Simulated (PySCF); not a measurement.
# KI+: from the state search to spectroscopic constants

One table from this session's results is given with a row withheld; the runs are named, their logs left out.

The runs use PySCF 2.14.0; K def2-SVP, I def2-SVP with ECP28, scalar-relativistic core potentials.

The first run:

A driver script around PySCF takes these settings:

```json
{"atoms": "K, I", "charge": "1", "basis": "K def2-SVP, I def2-SVP with ECP28", "Hamiltonian": "scalar-relativistic core potentials", "basis functions": "50", "electrons treated": "43", "masses in u": "38.9637, 126.9045", "levels": "PBE0, PBE, r²SCAN, revPBE, TPSSh, PBEsol, HSE06, HF, MP2, SCS-MP2, CCSD, CCSD(T)", "grid": "80 radial by 434 angular points", "occupations": "held fixed by the projection of orbital angular momentum", "dissociation limit": "K+ + I, each in its ground configuration", "starting distance in angstrom": "3.355", "values of 2S to try": "1, 3"}
```

Launch:

```bash
OMP_NUM_THREADS=1 python dia.py task.json out
```

Steps of the session up to this table: Input; PBE0 along the bond; Other states along the same grid; PBE; r²SCAN; revPBE (GGA); TPSSh; PBEsol (GGA); HSE06 (range-separated hybrid); UHF (mean field); Adding correlation.

One table of the session follows, with a row left open; its other results are not shown here.

It belongs to the step «The curves together». Energy (eV) from each level's lowest point:

| R (Å) | UHF | UHF-MP2 | UHF-SCS-MP2 | UHF-CCSD | UHF-CCSD(T) |
| --- | --- | --- | --- | --- | --- |
| 3.156 | 0.222 | 0.187 | 0.195 | n/a | n/a |
| 3.303 | 0.109 | 0.084 | 0.089 | 0.087 | 0.087 |
| 3.450 | 0.045 | 0.029 | 0.032 | 0.031 | 0.030 |
| 3.560 | 0.018 | 0.008 | 0.010 | 0.009 | 0.009 |
| 3.670 | 0.005 | 0.000 | 0.001 | 0.000 | 0.000 |
| 3.780 | 0.000 | 0.000 | 0.000 | 0.000 | 0.000 |
| 3.927 | ? | ? | ? | ? | ? |
| 4.110 | 0.016 | 0.031 | 0.028 | 0.030 | 0.031 |
| 4.331 | 0.037 | 0.060 | 0.056 | 0.059 | 0.061 |
| 4.624 | 0.067 | 0.099 | 0.094 | n/a | n/a |

Q: Estimate the row for R (Å) = 3.927 from the others.

Worked estimate for «UHF». A straight line through the neighbours (3.780, 0.000) and (4.110, 0.016) gives 0.000 + (0.016 − 0.000) × (3.927 − 3.780) / (4.110 − 3.780) = 0.007; a parabola fitted to 4 rows on both sides gives 0.005.

The run gave: UHF: 0.003; UHF-MP2: 0.010; UHF-SCS-MP2: 0.009; UHF-CCSD: 0.009; UHF-CCSD(T): 0.010. In «UHF» the line misses by +0.004 and the parabola by +0.002.

Caveats from the session: The bond is weak, and basis-set superposition, which was not computed, may be a sizeable part of it. At some levels the lowest empty orbital lies below the highest filled one (the two can be of opposite spin).
